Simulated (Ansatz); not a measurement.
# HMoN: the cost of one run

The runs use Ansatz 0.2.0, Gaussian basis; def2-QZVPP, core rule «outside noble gas», up to 5 orbitals frozen.

Plan: UHF; ROHF; CCSD(T) on UHF.

## (1) The geometry

The geometry is a PBE0/def2-TZVP stationary point (not a proven minimum) of the parent state, kept for this charge and spin. No spin-orbit coupling is included. Elements past krypton take def2 core potentials.

3 atoms, charge 1, spin multiplicity 6.

Atoms are counted from 1 here; the program's logs count them from 0.

Bond lengths: Mo1–N2 2.057 Å, N2–H3 1.028 Å. Angles: Mo1–N2–H3 115.2°.

Geometry (Å):

```xyz
3

Mo    0.0000    0.0108    0.2823
N     0.0000   -0.1292   -1.7704
H     0.0000    0.7698   -2.2699
```

## (2) UHF

The input, in.yaml:

```yaml
crystal:
  periodic: [false, false, false]
  atoms:
    - {symbol: Mo, position_ang: [0.000000, 0.010781, 0.282315]}
    - {symbol: N, position_ang: [0.000000, -0.129244, -1.770393]}
    - {symbol: H, position_ang: [0.000000, 0.769802, -2.269895]}
basis:
  gaussian: {orbitals: "def2-QZVPP.json"}
total_charge: 1
magnetization: {spin_polarized: true, initial_magnetization: 5}
hamiltonian: {xc: hf}
output: {orbitals: {seedname: orbitals}}
```

Command:

```
$ ansatz run in.yaml --threads 1 --pin off --events-out ev --progress --plain --max-ram 4096MiB --backend cpu
```

What time and memory should one allow on 1 thread of AMD EPYC 7R13, shared host?

About 43 s, with a peak of 0.4 GiB.
